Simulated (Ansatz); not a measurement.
## Na, space group P6_3/mmc: a frozen displacement of one atom

Computed with Ansatz 0.2.0 through its Python package.

Script `run_push.py`:
```python
"""Energy and force of Na as one atom is pushed off its site."""

import argparse

import ansatz as az
import numpy as np

parser = argparse.ArgumentParser(description="Energy and force of Na as one atom is pushed off its site.")
parser.add_argument("--mesh", type=int, nargs=3, default=[6, 6, 3], help="k-point sampling")
parser.add_argument("--tolerance", type=float, required=True, help="SCF tolerance (eV)")
args = parser.parse_args()


def main() -> None:
    lattice = az.Lattice.of(
        (3.767, 0.0, 0.0),
        (-1.8835, 3.26232, 0.0),
        (0.0, 0.0, 6.154),
    )
    sites = [
        ("Na", (1 / 3, 2 / 3, 0.25)),
        ("Na", (2 / 3, 1 / 3, 0.75)),
    ]
    na = az.Crystal(lattice=lattice)
    for symbol, position in sites:
        na = na.atom(symbol, position)

    inverse = np.linalg.inv(np.array(na.lattice.vectors))
    home = np.array(na.sites[0].position)
    values = np.linspace(-0.2, 0.2, 5)
    energies, pulls = [], []
    for shift in values:
        moved = na.move(0, to=home + shift * inverse[2])
        calculation = (
            moved.calculation()
            .kpoints(*args.mesh, center="monkhorst-pack")
            .occupations(az.OccupationsMethod.COLD)
            .mixing("msr1", preconditioner="none")
            .accuracy("low")
            .scf(tolerance=args.tolerance, algorithm="direct_min")
            .functional(az.Functional.LDA)
            .pseudopotentials("nc")
            .forces()
        )
        rep = calculation.run(threads=1).report
        energies.append(rep["free_energy_ev"])
        pulls.append(rep["forces_ev_ang"][0][2])

    # the force is minus the slope of the free energy
    print("shift (A)   dE (eV)   force along z (eV/A)")
    for shift, e, f in zip(values, energies, pulls):
        print(f"{shift:8.3f} {e - energies[2]:10.5f} {f:12.4f}")
    print(f"stiffness from energies {2 * np.polyfit(values, energies, 2)[0]:.3f}, from forces {-np.polyfit(values, pulls, 1)[0]:.3f} eV/A^2")


if __name__ == "__main__":
    main()
```

```console
$ python run_push.py --tolerance 1e-05
DeckWarning: basis.ecutwfc = 1197.300995 eV, auto-derived from the records' recommended cutoffs: set by Na (normal level)
DeckWarning: crystal.symmetry: narrowed to the stabiliser of the k-point mesh — unitary ops 12 → 4; excluded 8 operations that carry a point of the 6×6×3 mesh (shift [0.5, 0.5, 0]) off the mesh (the run samples exactly the mesh kpoints.mp_grid names, as under crystal.symmetry.detect: false, and its converged state has the mesh's symmetry, not the crystal's; ε∞, the Born charges and the force constants of a linear response (`dielectric:` by the response, `phonons.method: dfpt`) are averaged over [...]
DeckWarning: scf.convergence.dr2_threshold = 1e-5 eV is looser than this run's default, which is 1e-7 eV or tighter. The error in the forces grows as the threshold's square root, so leave the key out unless less accurate forces are enough
DeckWarning: crystal.symmetry: narrowed to the stabiliser of the k-point mesh — unitary ops 24 → 8; excluded 16 operations that carry a point of the 6×6×3 mesh (shift [0.5, 0.5, 0]) off the mesh (the run samples exactly the mesh kpoints.mp_grid names, as under crystal.symmetry.detect: false, and its converged state has the mesh's symmetry, not the crystal's; ε∞, the Born charges and the force constants of a linear response (`dielectric:` by the response, `phonons.method: dfpt`) are averaged [...]
shift (A)   dE (eV)   force along z (eV/A)
  -0.200    0.01104       0.1110
  -0.100    0.00275       0.0552
   0.000    0.00000       0.0000
   0.100    0.00275      -0.0552
   0.200    0.01104      -0.1110
stiffness from energies 0.552, from forces 0.554 eV/A^2
```
(Warnings from the package without file and line, shortened.)

Caveats:
- These settings explore the input space; cutoff and mesh may be short of convergence.
- The mesh is modest for a metal, so energies can be off by several to tens of meV an atom and pressures by half a GPa or more; differences at equal mesh fare better.
- In a metal a curvature from energy changes of a few meV or less hangs on mesh and smearing, in size and even in sign.
- This isn't the structure that Na takes at ambient conditions.
- All periodic images of the atom move with it, so the curvature is one diagonal element of the zone-centre force constants and no normal mode; a positive value doesn't exclude soft modes in which several atoms move.
- It ran for 110 s on 1 thread of Arm Neoverse V2, on a shared host, peak memory 0.58 GiB.
